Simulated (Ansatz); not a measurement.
**TiClF3: the relaxed shape and its frontier levels**

Aim: characterise TiClF3 as a singlet: its structure, frontier levels and distribution of charge.

The runs use Ansatz 0.2.0, Gaussian basis; RKS PBE0-D4/def2-TZVP.

Levels to be run: relaxation at PBE-D4/def2-SVP; a search for the lowest solution at PBE0-D4/def2-SVP; a single point at PBE0-D4/def2-TZVP.

### Step 1. Starting geometry

5 atoms, charge 0, spin multiplicity 1.

Atoms are counted from 1 here; the program's logs count them from 0.

Bond lengths: Ti1–Cl2 2.109 Å, Ti1–F3 1.693 Å, Ti1–F4 1.693 Å, Ti1–F5 1.693 Å. Angles: Cl2–Ti1–F3 105.2°, Cl2–Ti1–F4 105.3°, Cl2–Ti1–F5 105.3°, F3–Ti1–F4 113.3°, F3–Ti1–F5 113.4°, F4–Ti1–F5 113.4°.

Geometry (Å):

```xyz
5

Ti   -0.00158    0.00128   -0.15453
Cl    0.01036   -0.01687    1.95436
F     1.63025    0.00958   -0.60641
F    -0.82255    1.41764   -0.58571
F    -0.81648   -1.41163   -0.60771
```

Formally the metal is d0. No spin-orbit coupling is included.

The start is a GFN2-xTB geometry.

### Step 2. Optimising with PBE-D4/def2-SVP

in.yaml

```yaml
crystal:
  periodic: [false, false, false]
  atoms:
    - {symbol: Ti, position_ang: [-0.001580, 0.001280, -0.154530]}
    - {symbol: Cl, position_ang: [0.010360, -0.016870, 1.954360]}
    - {symbol: F, position_ang: [1.630250, 0.009580, -0.606410]}
    - {symbol: F, position_ang: [-0.822550, 1.417640, -0.585710]}
    - {symbol: F, position_ang: [-0.816480, -1.411630, -0.607710]}
basis:
  gaussian: {orbitals: def2-SVP}
hamiltonian: {xc: pbe, dispersion: d4}
scf: {omitted_lower_state_checks: [starts]}
output: {orbitals: {seedname: orbitals}}
relax: {f_tol: 0.02, max_steps: 100}
```

The run is started by

```console
ansatz run in.yaml --threads 4 --pin off --events-out ev --progress --plain --max-ram 3916MiB
```

Output (excerpt; [...] marks lines left out):

```text
Functional definition: PBE
  name "PBE"
  cite "Perdew, Burke & Ernzerhof, Phys. Rev. Lett. 77, 3865 (1996) doi:10.1103/PhysRevLett.77.3865"
  parent pbe
[...]
1019 factors; their error is unknown
[...]
mean field -43764.58319233 eV, -1608.3187676183 hartree, gradient 4.3e-5 eV, S^2 0.000000; 0 other end points of the search recorded, 0 dependent functions left out
[...]
reference -43764.58329439 eV, -1608.3187713688 hartree; 33, 33 occupied and 58, 58 virtual orbitals, 1019 factors
relax step   1: F+E_penalty+E_count = -43764.70132800 eV  Δ(F+E_penalty+E_count) = +0.000e0 eV  max|allowed force component| = 1.822e0 eV/Å  Δτ_max = 0.0000 Å  (27 SCF iters, accepted)
[...]
relax step   3: F+E_penalty+E_count = -43764.96070457 eV  Δ(F+E_penalty+E_count) = -1.047e-2 eV  max|allowed force component| = 2.528e-2 eV/Å  Δτ_max = 0.0261 Å  (29 SCF iters, accepted)
[...]
relax step   4: F+E_penalty+E_count = -43764.96102206 eV  Δ(F+E_penalty+E_count) = -3.175e-4 eV  max|allowed force component| = 8.718e-3 eV/Å  Δτ_max = 0.0057 Å  (27 SCF iters, accepted)
[...]
1019 factors; their error is unknown
mean field -43764.84748523 eV, -1608.3284802031 hartree, gradient 7.1e-5 eV, S^2 0.000000; 0 other end points of the search recorded, 0 dependent functions left out
[...]
reference -43764.84758567 eV, -1608.3284838944 hartree; 33, 33 occupied and 58, 58 virtual orbitals, 1019 factors
Total energy: -43764.96112250 eV, -1608.3326562958 hartree
Atom 0 at    -0.000399     0.000640    -0.082424 Å, force     0.000721     0.000092     0.005967 eV/Å
Atom 1 at     0.009845    -0.017451     2.108180 Å, force    -0.000023     0.000011    -0.001624 eV/Å
Atom 2 at     1.632158     0.009667    -0.682928 Å, force     0.008718    -0.000273    -0.001342 eV/Å
Atom 3 at    -0.824128     1.419821    -0.659707 Å, force    -0.004950     0.007758    -0.001409 eV/Å
Atom 4 at    -0.817476    -1.412676    -0.683120 Å, force    -0.004465    -0.007589    -0.001592 eV/Å
Dipole moment:    -0.000105     0.000082    -0.015942 e Å
Checks for a lower state left out: starts
```

Run time: 4.6 s. Hardware: 4 threads of Arm Neoverse V2, shared host.

Relaxation path:

| step | energy from step 1 (eV) | largest force component (eV/Å) |
| --- | --- | --- |
| 1 | 0.0000 | 1.8223 |
| 2 | -0.2489 | 0.5747 |
| 3 | -0.2594 | 0.0253 |
| 4 | -0.2597 | 0.0087 |

Distances of close pairs at the start and the end, largest changes first:

| bond | before (Å) | after (Å) | change (Å) |
| --- | --- | --- | --- |
| Ti1–Cl2 | 2.109 | 2.191 | +0.082 |
| Ti1–F5 | 1.693 | 1.740 | +0.047 |
| Ti1–F4 | 1.693 | 1.739 | +0.047 |
| Ti1–F3 | 1.693 | 1.740 | +0.046 |

Bonds by kind at the end (by distance):

| bond | count | shortest (Å) | longest (Å) |
| --- | --- | --- | --- |
| F–Ti | 3 | 1.739 | 1.740 |
| Cl–Ti | 1 | 2.191 | 2.191 |

### Step 3. Searching for the lowest solution, PBE0-D4/def2-SVP

start.molden holds the orbitals of an earlier run on this state, given as this run's starting guess.

in.yaml

```yaml
crystal:
  periodic: [false, false, false]
  atoms:
    - {symbol: Ti, position_ang: [-0.000399, 0.000640, -0.082424]}
    - {symbol: Cl, position_ang: [0.009845, -0.017451, 2.108180]}
    - {symbol: F, position_ang: [1.632158, 0.009667, -0.682928]}
    - {symbol: F, position_ang: [-0.824128, 1.419821, -0.659707]}
    - {symbol: F, position_ang: [-0.817476, -1.412676, -0.683120]}
basis:
  gaussian: {orbitals: def2-SVP, initial_orbitals: start.molden}
hamiltonian: {xc: pbe0, dispersion: d4}
output: {orbitals: {seedname: orbitals}}
```

The command is unchanged.

Output:

```text
Functional definition: PBE0
  name "PBE0"
  cite "Adamo & Barone, J. Chem. Phys. 110, 6158 (1999) doi:10.1063/1.478522"
  cite "Perdew, Burke & Ernzerhof, Phys. Rev. Lett. 77, 3865 (1996) doi:10.1103/PhysRevLett.77.3865"
  parent pbe
  parameter a = 0.25
  parameter kappa = 0.804
  parameter beta = 0.06672455060314922
  exchange = (1 - a)*pbe_x(kappa = kappa, mu = beta*pi^2/3) + a*exact_x
  correlation = pbe_c(beta = beta)
886 factors; integrals over basis functions are off by at most 1.1e-3 eV
mean field evaluation 1: about -43765.2218 eV, gradient 8.8e0 eV
mean field evaluation 2: about -43765.4131 eV, gradient 4.4e-1 eV
mean field evaluation 4: about -43765.4978 eV, gradient 4.0e-3 eV
mean field evaluation 8: about -43757.7285 eV, gradient 6.4e1 eV
mean field evaluation 16: about -43765.4977 eV, gradient 1.9e-1 eV
mean field -43765.49781280 eV, -1608.3523793005 hartree, gradient 2.7e-5 eV, S^2 0.000000; 1 other end points of the search recorded, 0 dependent functions left out
reference -43765.49789252 eV, -1608.3523822303 hartree; 33, 33 occupied and 58, 58 virtual orbitals, 886 factors
Total energy: -43765.59427199 eV, -1608.3559241104 hartree
```

Run time: 1.6 s. Hardware: 4 threads of Arm Neoverse V2, shared host.

HOMO -10.07 eV, LUMO -3.50 eV.

### Step 4. Single point, PBE0-D4/def2-TZVP

Changes to in.yaml since step 3:

```diff
@@ -9,4 +9,5 @@
 basis:
-  gaussian: {orbitals: def2-SVP, initial_orbitals: start.molden}
+  gaussian: {orbitals: def2-TZVP, initial_orbitals: start.molden}
 hamiltonian: {xc: pbe0, dispersion: d4}
+scf: {omitted_lower_state_checks: [starts]}
 output: {orbitals: {seedname: orbitals}}
```

Launched as before.

Output:

```text
Functional definition: PBE0
  name "PBE0"
  cite "Adamo & Barone, J. Chem. Phys. 110, 6158 (1999) doi:10.1063/1.478522"
  cite "Perdew, Burke & Ernzerhof, Phys. Rev. Lett. 77, 3865 (1996) doi:10.1103/PhysRevLett.77.3865"
  parent pbe
  parameter a = 0.25
  parameter kappa = 0.804
  parameter beta = 0.06672455060314922
  exchange = (1 - a)*pbe_x(kappa = kappa, mu = beta*pi^2/3) + a*exact_x
  correlation = pbe_c(beta = beta)
these checks for a lower state are left out or cut short: starts
1202 factors; their error is unknown
mean field evaluation 1: about -43777.7321 eV, gradient 2.3e2 eV
mean field evaluation 2: about -43782.7675 eV, gradient 6.2e0 eV
mean field evaluation 4: about -43783.0813 eV, gradient 2.0e-1 eV
mean field evaluation 8: about -43783.0814 eV, gradient 2.2e-5 eV
mean field -43783.08139423 eV, -1608.9985639994 hartree, gradient 2.2e-5 eV, S^2 0.000000; 0 other end points of the search recorded, 0 dependent functions left out
reference -43783.08143214 eV, -1608.9985653927 hartree; 33, 33 occupied and 142, 142 virtual orbitals, 1202 factors
Total energy: -43783.17781161 eV, -1609.0021072727 hartree
Checks for a lower state left out: starts
```

Run time: 2.4 s. Hardware: 4 threads of Arm Neoverse V2, shared host.

From the report: HOMO -10.22 eV, LUMO -3.46 eV.

Mulliken charges, from this run's orbitals:

| atom | value (e) |
| --- | --- |
| Ti1 | 1.55 |
| Cl2 | -0.33 |
| F3 | -0.41 |
| F4 | -0.41 |
| F5 | -0.41 |

Largest Mayer bond orders: Ti1–Cl2 1.11; Ti1–F3 0.98; Ti1–F4 0.98; Ti1–F5 0.98.

### Step 5. Results

| quantity | value |
| --- | --- |
| point group | C3v |
| near neighbours of the metal | Cl 2.19, F 1.74, F 1.74, F 1.74 Å |
| HOMO, LUMO at PBE0-D4/def2-TZVP | -10.22, -3.46 eV |
| charge on the metal (Mulliken, PBE0-D4/def2-TZVP) | +1.55 e |
| dipole at PBE-D4/def2-SVP | 0.08 D |

The molecule keeps its bonding pattern by the stored test; the atoms moved 0.10 Å (rms). The metal has 4 near neighbours by the distance rule, from 1.74 to 2.19 Å. The Mulliken charge of the metal, +1.55 e, depends on the basis and isn't its oxidation state. No usable vibrations, so a minimum isn't proven. Whether this spin is the lowest isn't tested here.
